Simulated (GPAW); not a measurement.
Runs of GPAW 26.7.0 on Cd. All rows change the cell; the cell of one of them follows. The cell holds a slab with vacuum, 3 atoms: a = 2.979 Å, b = 2.979 Å, c = 20.618 Å, α = 90.00°, β = 90.00°, γ = 120.00°. 

| task | level | potentials or basis | cell | k mesh | cutoff (eV) | maxiter | dipole layer | optimizer | fmax | max steps | other keys | gap on the mesh (eV) | largest force (eV/Å) | work function (eV) |
| --- | --- | --- | --- | --- | --- | --- | --- | --- | --- | --- | --- | --- | --- | --- |
| single point | PBE | GPAW PAW data sets (gpaw-data 1.2.1), pw | the (0 0 1) slab of Cd, cut from the database cell, not relaxed | 10 × 10 × 1 | 450 | 150 | yes | - | - | - | - | none | 0.08 | (a) |
| relaxation of the atoms | PBEsol+D3(BJ) | PAW data sets generated in the run's folder for this functional, pw | atoms relaxed from: the (0 0 1) slab of Cd, cut from the database cell, not relaxed | 10 × 10 × 1 | 450 | 150 | no | FIRE | 0.05 eV/Å | 100 | - | none | - | 4.06 |
| stm | r2SCAN | GPAW PAW data sets (gpaw-data 1.2.1), pw | the (0 0 1) slab of Cd, cut from the database cell, not relaxed | 7 × 7 × 1 | 520 | 75 | yes | - | - | - | several, not listed | none | (b) | 4.05 |
| relaxation of the atoms | TPSS+D3(BJ) | GPAW PAW data sets (gpaw-data 1.2.1), pw | atoms relaxed from: the (0 0 1) slab of Cd, cut from the database cell, not relaxed | 10 × 10 × 1 | 450 | 150 | no | GPMin | 0.05 eV/Å | 40 | - | none | - | 3.90 |

Alike in all rows: no spin polarisation; smearing fermi-dirac 0.05 eV.

Q: Estimate the missing entries.

A: (a) 3.91; (b) 0.07.

Caveats: the cutoff is short for stress and forces, so pressures can be off by a GPa or more (some runs); there is no dipole correction (some runs); later steps reuse the first step's grids (some runs); the PAW data sets were made with another functional, which shifts forces and pressure a little (some runs).

A k mesh can miss the band edges, and the runs leave out spin-orbit coupling on Cd.

A gap of «none» marks a metal or a gap under the smearing width.
